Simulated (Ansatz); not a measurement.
**C₄H₆BCl: up Jacob's ladder to CCSD(T)**

An exercise on one series of results from a longer session: the logs are not shown, and one member is left open.

Program: Ansatz 0.2.0, Gaussian basis. Level of theory: functionals in def2-TZVPP, the program's frozen cores in correlated methods. These are calculated values, not measurements.

The runs, in order: PBE-D4, r2SCAN-D4, PBE0-D4, B3LYP-D4, ωB97X-V, ωB97M-V, B2PLYP; CCSD(T)/def2-TZVPP; MP2/def2-QZVPP; extrapolation to the limit.

**The geometry**

An earlier PBE0-D4 in a triple-zeta def2 set relaxation fixed the geometry.

SMILES `CC1=CB(Cl)C1`, 12 atoms, charge 0, spin multiplicity 1.

Atoms are counted from 1 here; the program's logs count them from 0.

Bond lengths: C1–C2 1.479 Å, C1–H7 1.091 Å, C1–H8 1.095 Å, C1–H9 1.095 Å, C2–C3 1.356 Å, C2–C6 1.525 Å, C3–B4 1.522 Å, C3–H10 1.082 Å, B4–Cl5 1.745 Å, B4–C6 1.595 Å, C6–H11 1.094 Å, C6–H12 1.094 Å. Angles: C2–C1–H7 112.4°, C2–C1–H8 109.9°, C2–C1–H9 109.9°, H7–C1–H8 109.2°, H7–C1–H9 109.2°, H8–C1–H9 106.2°, C1–C2–C3 132.4°, C1–C2–C6 126.7°, C3–C2–C6 100.9°, C2–C3–B4 88.2°, C2–C3–H10 129.3°, B4–C3–H10 142.6°, C3–B4–Cl5 135.6°, C3–B4–C6 91.0°, Cl5–B4–C6 133.4°, C2–C6–B4 80.0°, C2–C6–H11 114.8°, C2–C6–H12 114.9° and more.

The first run:

in.yaml reads:

```yaml
crystal:
  periodic: [false, false, false]
  atoms:
    - {symbol: C, position_ang: [-0.123156, -0.824956, 1.522206]}
    - {symbol: C, position_ang: [0.113984, -0.069150, 0.272832]}
    - {symbol: C, position_ang: [1.133359, 0.727354, -0.134318]}
    - {symbol: B, position_ang: [0.389793, 0.923881, -1.447953]}
    - {symbol: Cl, position_ang: [0.688299, 1.791650, -2.931651]}
    - {symbol: C, position_ang: [-0.803461, -0.006974, -0.943779]}
    - {symbol: H, position_ang: [0.690839, -0.708714, 2.238664]}
    - {symbol: H, position_ang: [-0.253791, -1.888368, 1.295620]}
    - {symbol: H, position_ang: [-1.059086, -0.494327, 1.984995]}
    - {symbol: H, position_ang: [2.040409, 1.000514, 0.389305]}
    - {symbol: H, position_ang: [-1.777271, 0.457317, -0.761344]}
    - {symbol: H, position_ang: [-0.962919, -0.963427, -1.450777]}
basis:
  gaussian: {orbitals: def2-TZVPP}
hamiltonian: {xc: pbe, dispersion: d4}
output: {forces: true, orbitals: {seedname: orbitals}}
```

Run with:

```console
$ ansatz run in.yaml --threads 4 --pin off --events-out ev --progress --plain --max-ram 10444MiB
```

Steps of the session up to this table: PBE-D4 (GGA); r2SCAN-D4 (meta-GGA); PBE0-D4 (hybrid); B3LYP-D4 (hybrid); ωB97X-V (range-separated); ωB97M-V (range-separated); B2PLYP (double hybrid); CCSD(T) in def2-TZVPP; MP2 in def2-QZVPP.

One of the session's tables, all rows but one given; the rest of the session is left out.

```
            method  atomisation energy (kJ/mol)
            PBE-D4                       5221.7
         r2SCAN-D4                       5107.2
           PBE0-D4                       5146.2
          B3LYP-D4                       5063.9
           ωB97X-V                       5073.1
           ωB97M-V                       5090.6
            B2PLYP                       5021.5
     HF/def2-TZVPP                       3829.1
    MP2/def2-TZVPP                            ?
   CCSD/def2-TZVPP                       4853.0
CCSD(T)/def2-TZVPP                       4934.1
           MP2/CBS                       5165.0
       CCSD(T)/CBS                       5045.1
```

Q: Estimate the row for MP2/def2-TZVPP from the others.

**Answer.** atomisation energy (kJ/mol): 5054.0. In the column «atomisation energy (kJ/mol)» it lies between CCSD(T)/CBS (5045.1) and B3LYP-D4 (5063.9).

Caveats from the session: Free atoms (4 C, 1 B, 1 Cl, 6 H) were run apart at each level; the atomisation energy is their sum less the molecule, without zero-point or spin-orbit terms.
